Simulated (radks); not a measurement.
# Ionising thallium step by step, Tl⁴²⁺ to Tl⁶²⁺

An exercise on one series of results from a longer session: the logs are not shown, and one member is left open.

The numbers are computed with radks (a radial shooting solver on a logarithmic mesh, Libxc functionals) version 1 (scalar-relativistic Kohn-Sham, LDA (Slater exchange, VWN5 correlation), spin-polarised, spherical densities, finite nucleus; open shells are filled with parallel spins first), except any that are marked as measured or tabulated.

## The system

- element: thallium (Z = 81)
- charges: 42 to 62
- first configuration: [Kr] 4d3
- last configuration: [Ar] 3d1

Outer shells as boxes (Hund's rule):

Tl⁴²⁺
```
[Kr] core
4d [↑ ][↑ ][↑ ][  ][  ]
```

Tl⁶²⁺
```
[Ar] core
3d [↑ ][  ][  ][  ][  ]
```

Set-up of the first run:

Settings of this run:

```text
Z 81
configuration [Kr] 4d3 5s0 5p0
relativity scalar-relativistic
functional lda,vwn5
spin polarised
nucleus finite rms 5.4759 fm
c 137.035999084
```

Among the steps run: Tl⁴²⁺, [Kr] 4d3.

One table of the session follows, with a row left open; its other results are not shown here.

It belongs to the step «Tl⁴²⁺, [Kr] 4d3». Sizes of the orbitals, from the radial functions (bohr):

```
  level     <r>  outermost maximum (interpolated)  90 % within  nodes
  4p up  0.3702                             0.363        0.528      2
4p down  0.3704                             0.363        0.529      2
  4d up  0.3685                             0.357        0.536      1
4d down  0.3687                             0.357        0.537      1
  5s up  0.6154                             0.632        0.853      4
5s down  0.6167                             0.633        0.855      4
  5p up       ?                                 ?            ?      ?
5p down  0.6417                             0.661        0.894      3
```

**Question.** Estimate the row for 5p up.

As computed: <r>: 0.6402; outermost maximum (interpolated): 0.660; 90 % within: 0.892; nodes: 3. In the column «<r>» it lies between 5s down (0.6167) and 5p down (0.6417).

To keep in mind: Open shells are spherical and high-spin; term and fine-structure splittings are not resolved.
